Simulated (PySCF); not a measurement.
# C2H10O2Si3: electronic excitations

Wanted: the electronic excitations of C2H10O2Si3 (`C[Si]([SiH3])([SiH3])OC=O`), by calculation.

Computed with PySCF 2.14.0, with density-fitted response routines of our own, on a single molecule in the gas phase. Atoms count from 0, in the outputs and in this text.

## Step 1: The molecule as given

17 atoms, charge 0, multiplicity 1; geometry from: GFN2-xTB.

Bonds of the start (Å): C0–Si1 1.92, Si1–Si2 2.33, Si1–Si3 2.33, Si1–O4 1.73, O4–C5 1.29, C5–O6 1.20, C0–H7 1.09, C0–H8 1.09, C0–H9 1.09, Si2–H10 1.47, Si2–H11 1.47, Si2–H12 1.47, Si3–H13 1.48, Si3–H14 1.46, Si3–H15 1.46, C5–H16 1.11.

## Step 2: Excited states and response: PBE0/def2-SVPD

What the job is given:

```
{"job": {"kind": "uv", "xc": "PBE0", "basis": "def2-SVPD", "nstates": 8, "ntriplets": 3}, "charge": 0, "multiplicity": 1}
C      0.141053     0.322925     2.078593
Si    -0.176816    -0.043514     0.224167
Si    -1.437682    -1.990995     0.004310
Si    -0.442982     1.884587    -1.063964
O      1.374047    -0.691211    -0.205275
C      2.101600    -0.229703    -1.164262
O      1.828055     0.694909    -1.883007
H      0.541885    -0.545118     2.597494
H      0.845326     1.140449     2.219569
H     -0.784743     0.602852     2.572714
H     -0.951937    -3.150009     0.764918
H     -1.533341    -2.447689    -1.388044
H     -2.807116    -1.745837     0.467338
H     -1.685180     2.527503    -0.583450
H      0.605564     2.891235    -0.902271
H     -0.671639     1.585676    -2.475000
H      3.046908    -0.794030    -1.273739
```

Method: TDDFT PBE0/def2-SVPD, vertical, gas phase, core orbitals frozen in the response.

Launch:

```console
$ OMP_NUM_THREADS=1 python probes_run.py task.json out
```

One launch serves the whole session: the jobs run in the order shown.

Predict these results of the whole session: lowest singlet (PBE0/def2-SVPD); brightest single state of those computed; lowest triplet; surface potential, 1st and 99th percentile.

The runs gave:

| quantity | value |
| --- | --- |
| lowest singlet (PBE0/def2-SVPD) | 5.81 eV (213 nm), f = 0.003 |
| brightest single state of those computed | state 5, 6.66 eV, f = 0.100 |
| lowest triplet | 5.11 eV |
| surface potential, 1st and 99th percentile | -1.34 V and 1.15 V |

What this shows: The lowest singlet, at 5.81 eV, is HOMO→LUMO+1 0.30, HOMO→LUMO+2 0.18 and is weak; of the 8 states computed, the strongest absorption comes from state 5 at 6.66 eV. The lowest triplet lies 0.69 eV below the lowest singlet (triplets in Tamm-Dancoff, singlets in full TDDFT). By nearest atom (PBE0/def2-SVPD), the HOMO sits on Si1 23 %; O6 17 % and the LUMO on Si1 29 %; Si2 13 %.
